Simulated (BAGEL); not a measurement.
# AlBH2OF2 (SMILES O[B](F)[AlH][F]), step by step

Wanted: a single-point energy (HF/def2-SVP), then the energy (NEVPT2(2,2)/def2-SVP) of AlBH2OF2. 

Program for the calculation: BAGEL 1.2.2.

1 further run of the same task is left out (set aside as unsound or not needed).

## 1. The molecule

The species is AlBH2OF2 (7 atoms), meant as a singlet with charge 0. SMILES: `O[B](F)[AlH][F]`. The O1–H6 distance was set to 1.537 Å, away from the relaxed value. At this shape a bond of the SMILES string is far longer than usual.

Bond lengths: O1–B2 1.351 Å, B2–F3 1.331 Å, B2–Al4 2.153 Å, Al4–F5 1.661 Å, Al4–H7 1.580 Å. Angles: O1–B2–F3 115.5°, O1–B2–Al4 122.4°, F3–B2–Al4 122.1°, B2–Al4–F5 111.0°, B2–Al4–H7 132.2°, F5–Al4–H7 116.8°. A long bond or contact: O1–H6 1.537 Å.

## 2. A single-point energy at HF/def2-SVP (density fitting with svp-jkfit) (run 1)

File input.json:

```json
{ "bagel" : [

{
  "title" : "molecule",
  "basis" : "svp",
  "df_basis" : "svp-jkfit",
  "angstrom" : true,
  "geometry" : [
    { "atom" : "O", "xyz" : [       0.751619,      -0.663779,       1.735400 ] },
    { "atom" : "B", "xyz" : [       0.801119,      -1.172879,       0.485500 ] },
    { "atom" : "F", "xyz" : [       1.460119,      -2.322079,       0.360900 ] },
    { "atom" : "Al", "xyz" : [      -0.122181,      -0.195679,      -1.195700 ] },
    { "atom" : "F", "xyz" : [      -0.863381,       1.215821,      -0.731400 ] },
    { "atom" : "H", "xyz" : [      -0.019900,       0.662300,       1.825000 ] },
    { "atom" : "H", "xyz" : [      -0.210281,      -0.575479,      -2.726900 ] }
  ]
},

{
  "title" : "hf"
},

{
  "title" : "print",
  "file" : "orbitals.molden",
  "orbitals" : true
}

]}
```

On the command line:

```bash
$ BAGEL_NUM_THREADS=1 BAGEL input.json > input.out
```

Log:

```text
* using 1 threads per process

  ===============================================================
  ===============================================================

  *** Geometry ***

  { "atom" : "O", "xyz" : [      1.420354,     -1.254361,      3.279431 ] },
  { "atom" : "B", "xyz" : [      1.513896,     -2.216420,      0.917462 ] },
  { "atom" : "F", "xyz" : [      2.759225,     -4.388093,      0.682002 ] },
  { "atom" : "Al", "xyz" : [     -0.230889,     -0.369780,     -2.259546 ] },
  { "atom" : "F", "xyz" : [     -1.631554,      2.297569,     -1.382146 ] },
  { "atom" : "H", "xyz" : [     -0.037606,      1.251566,      3.448750 ] },
  { "atom" : "H", "xyz" : [     -0.397373,     -1.087498,     -5.153094 ] },

  Number of auxiliary basis functions:      470

  Since a DF basis is specified, we compute 2- and 3-index integrals:
    o Being stored without compression. Storage requirement is 0.027 GB

  Number of basis functions:       84
  Number of electrons      :       46

    * METHOD: MOLECULE                             0.22

  *** RHF ***

  === Nuclear Repulsion ===
   188.0039047464

      * DIIS with orbital gradients will be used.

  === RHF iteration (svp) ===
      0       -540.82324263          0.02600963           0.08
      1       -541.01479378          0.02131812           0.08
      2       -541.22626787          0.00227760           0.08
      3       -541.22998887          0.00130665           0.07
      4       -541.23123617          0.00028203           0.08
      5       -541.23139773          0.00011515           0.08
      6       -541.23142516          0.00004610           0.07
      7       -541.23143013          0.00001956           0.08
      8       -541.23143077          0.00000953           0.08
      9       -541.23143089          0.00000333           0.08
     10       -541.23143090          0.00000152           0.08
     11       -541.23143091          0.00000069           0.08
     12       -541.23143091          0.00000026           0.08
     13       -541.23143091          0.00000012           0.08
     14       -541.23143091          0.00000005           0.08
     15       -541.23143091          0.00000003           0.08
     16       -541.23143091          0.00000001           0.08
     17       -541.23143091          0.00000001           0.08
    * SCF iteration converged.

    * Permanent dipole moment:
           (    0.354146,    -0.546207,     0.130539) a.u.

    * METHOD: HF                                   1.56

    * METHOD: PRINT                                0.01

  ===============================================================
```

Wall time 1.9 s (1 thread of Arm Neoverse V1, shared host); peak memory 0.15 GiB.

## 3. The energy at NEVPT2(2,2)/def2-SVP (density fitting with svp-jkfit) (run 2)

File nevpt2.json:

```json
{ "bagel": [

{
  "title": "molecule",
  "basis": "svp",
  "df_basis": "svp-jkfit",
  "angstrom": "true",
  "geometry": [
    { "atom": "O", "xyz": [    0.751619,   -0.663779,    1.735400 ] },
    { "atom": "B", "xyz": [    0.801119,   -1.172879,    0.485500 ] },
    { "atom": "F", "xyz": [    1.460119,   -2.322079,    0.360900 ] },
    { "atom": "Al", "xyz": [   -0.122181,   -0.195679,   -1.195700 ] },
    { "atom": "F", "xyz": [   -0.863381,    1.215821,   -0.731400 ] },
    { "atom": "H", "xyz": [   -0.019900,    0.662300,    1.825000 ] },
    { "atom": "H", "xyz": [   -0.210281,   -0.575479,   -2.726900 ] }
  ]
},
{
  "title": "hf"
},
{
  "title": "nevpt2",
  "nstate": 1,
  "nact": 2,
  "nclosed": 22,
  "active": [20, 24],
  "maxiter": 200,
  "natocc": "true",
  "ncore": 9
},
{
  "title": "print",
  "file": "orbitals.molden",
  "orbitals": "true"
}

]}
```

On the command line:

```bash
$ BAGEL_NUM_THREADS=1 BAGEL nevpt2.json > nevpt2.out
```

Log:

```text
* using 1 threads per process

  ===============================================================
  ===============================================================

  *** Geometry ***

  { "atom" : "O", "xyz" : [      1.420354,     -1.254361,      3.279431 ] },
  { "atom" : "B", "xyz" : [      1.513896,     -2.216420,      0.917462 ] },
  { "atom" : "F", "xyz" : [      2.759225,     -4.388093,      0.682002 ] },
  { "atom" : "Al", "xyz" : [     -0.230889,     -0.369780,     -2.259546 ] },
  { "atom" : "F", "xyz" : [     -1.631554,      2.297569,     -1.382146 ] },
  { "atom" : "H", "xyz" : [     -0.037606,      1.251566,      3.448750 ] },
  { "atom" : "H", "xyz" : [     -0.397373,     -1.087498,     -5.153094 ] },

  Number of auxiliary basis functions:      470

  Since a DF basis is specified, we compute 2- and 3-index integrals:
    o Being stored without compression. Storage requirement is 0.027 GB

  Number of basis functions:       84
  Number of electrons      :       46

    * METHOD: MOLECULE                             0.22

  *** RHF ***

  === Nuclear Repulsion ===
   188.0039047464

      * DIIS with orbital gradients will be used.

  === RHF iteration (svp) ===
      0       -540.82324263          0.02600963           0.08
      1       -541.01479378          0.02131812           0.08
      2       -541.22626787          0.00227760           0.08
      3       -541.22998887          0.00130665           0.08
      4       -541.23123617          0.00028203           0.07
      5       -541.23139773          0.00011515           0.07
      6       -541.23142516          0.00004610           0.07
      7       -541.23143013          0.00001956           0.08
      8       -541.23143077          0.00000953           0.08
      9       -541.23143089          0.00000333           0.07
     10       -541.23143090          0.00000152           0.07
     11       -541.23143091          0.00000069           0.07
     12       -541.23143091          0.00000026           0.08
     13       -541.23143091          0.00000012           0.08
     14       -541.23143091          0.00000005           0.07
     15       -541.23143091          0.00000003           0.08
     16       -541.23143091          0.00000001           0.08
     17       -541.23143091          0.00000001           0.08
    * SCF iteration converged.

    * Permanent dipole moment:
           (    0.354146,    -0.546207,     0.130539) a.u.

    * METHOD: HF                                   1.55

    * freezing 9 orbitals
  ---------------------------
      CASSCF calculation
  ---------------------------

    ==== Active orbitals : =====
         Orbital 20
         Orbital 24
    ============================

    * nstate   :      1
    * nclosed  :     22
    * nact     :      2
    * nvirt    :     60
  === CASSCF iteration (svp) ===

    * Using the second-order algorithm

      0  0      -541.24083424     1.75e-03      0.02

      1  0      -541.27549173     2.84e-03      0.41

      2  0      -541.28412949     1.03e-03      0.45

      3  0      -541.28470526     5.10e-04      0.46

      4  0      -541.28477274     2.14e-04      0.46

      5  0      -541.28478295     8.61e-05      0.48

      6  0      -541.28478453     3.42e-05      0.47

      7  0      -541.28478478     1.35e-05      0.48

      8  0      -541.28478482     5.30e-06      0.47

      9  0      -541.28478482     2.09e-06      0.48

     10  0      -541.28478482     8.21e-07      0.47

     11  0      -541.28478482     3.23e-07      0.46

     12  0      -541.28478482     1.27e-07      0.42

     13  0      -541.28478482     4.99e-08      0.41

     14  0      -541.28478482     1.96e-08      0.37

     15  0      -541.28478482     7.73e-09      0.36

    * Second-order optimization converged. *

     guess   0:   closed 1.                   open ..

  === FCI iteration ===

      0  0      -541.22692933     1.04e-01      0.00
      1  0      -541.28212726     1.91e-02      0.00
      2  0 *    -541.28478482     1.29e-15      0.00

     * ci vector, state   0, <S^2> = 0.0000
       2.     0.9631627529
       .2    -0.2689191540

  === DF-NEVPT2 calculation ===

    * 3-index integral transformation done
    * assembly done

      NEVPT2 correlation energy:   -0.6664437208      0.20

          (+0)     -0.5844413192
          (+0)'    -0.0294239222
          (+1)     -0.0102323758
          (+1)'    -0.0000000000
          (+2)     -0.0005297580
          (-1)     -0.0383467090
          (-1)'     0.0000000000
          (-2)     -0.0034696366

      NEVPT2 total energy:       -541.9512285450

    * METHOD: NEVPT2                               7.18

    * METHOD: PRINT                                0.02

  ===============================================================
```

Wall time 9.3 s (1 thread of Arm Neoverse V1, shared host); peak memory 0.15 GiB.

## 4. Outcome

```
                                 quantity          value
         run 1, HF/def2-SVP: total energy  -541.23143 Eh
        run 1, HF/def2-SVP: dipole moment         1.69 D
          run 1, HF/def2-SVP: HOMO energy      -10.77 eV
          run 1, HF/def2-SVP: LUMO energy        0.79 eV
        run 1, HF/def2-SVP: HOMO–LUMO gap       11.56 eV
run 2, NEVPT2(2,2)/def2-SVP: total energy  -541.95123 Eh
```
